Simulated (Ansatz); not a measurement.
# ZrH4 (singlet): from Hartree-Fock to the top rungs at a displaced geometry (v2), def2-SVP

An exercise on one series of results from a longer session: the logs are not shown, and one member is left open.

Computed with Ansatz 0.2.0, Gaussian basis. Level: def2-SVP, core rule «outside noble gas», up to 4 orbitals frozen.

The runs, in order: UHF; CCSD(T) on RHF; CISD; CCSDT(Q) on RHF.

20 further runs of the same task are left out: 11 for a known fault of the program, 3 that didn't finish, 6 set aside as unsound or not needed. Runs told in other sessions of the task aren't counted.

## The system

The geometry is a PBE0/def2-TZVP stationary point (not a proven minimum) with its atoms shifted at random (size 0.100 Å). No spin-orbit coupling is included. Elements past krypton take def2 core potentials.

5 atoms, charge 0, spin multiplicity 1.

Atoms are counted from 1 here; the program's logs count them from 0.

Bond lengths: Zr1–H2 1.766 Å, Zr1–H3 1.912 Å, Zr1–H4 1.790 Å, Zr1–H5 1.892 Å. Angles: H2–Zr1–H3 108.2°, H2–Zr1–H4 109.0°, H2–Zr1–H5 119.0°, H3–Zr1–H4 106.2°, H3–Zr1–H5 107.0°, H4–Zr1–H5 106.7°.

The first run:

in.yaml reads:

```yaml
crystal:
  periodic: [false, false, false]
  atoms:
    - {symbol: Zr, position_ang: [0.003878, 0.002047, 0.000472]}
    - {symbol: H, position_ang: [0.901988, 1.076725, 1.076408]}
    - {symbol: H, position_ang: [-1.151154, -1.084114, 1.068625]}
    - {symbol: H, position_ang: [-1.063574, 0.985507, -1.046434]}
    - {symbol: H, position_ang: [0.961775, -1.163379, -1.141330]}
basis:
  gaussian: {orbitals: def2-SVP}
magnetization: {spin_polarized: true, initial_magnetization: 0}
hamiltonian: {xc: hf}
output: {orbitals: {seedname: orbitals}}
```

The run is started by

```sh
> ansatz run in.yaml --threads 1 --pin off --events-out ev --progress --plain --max-ram 2393MiB
```

Steps of the session up to this table: UHF; CCSD(T) on RHF; CISD; CCSDT(Q) on RHF.

One table of the session follows, with a row left open; its other results are not shown here.

| method | from RCCSDT(Q) (meV) |
| --- | --- |
| RHF | +3863.7 |
| RMP2 | ? |
| CISD | +301.7 |
| RCCSD | +91.5 |
| RCCSD(T) | +18.7 |
| RCCSDT | -0.3 |
| RCCSDT(Q) | 0 |

Q: Estimate the row for RMP2 from the others.

As computed: from RCCSDT(Q) (meV): +899.4. In the column «from RCCSDT(Q) (meV)» it lies between CISD (+301.7) and RHF (+3863.7).
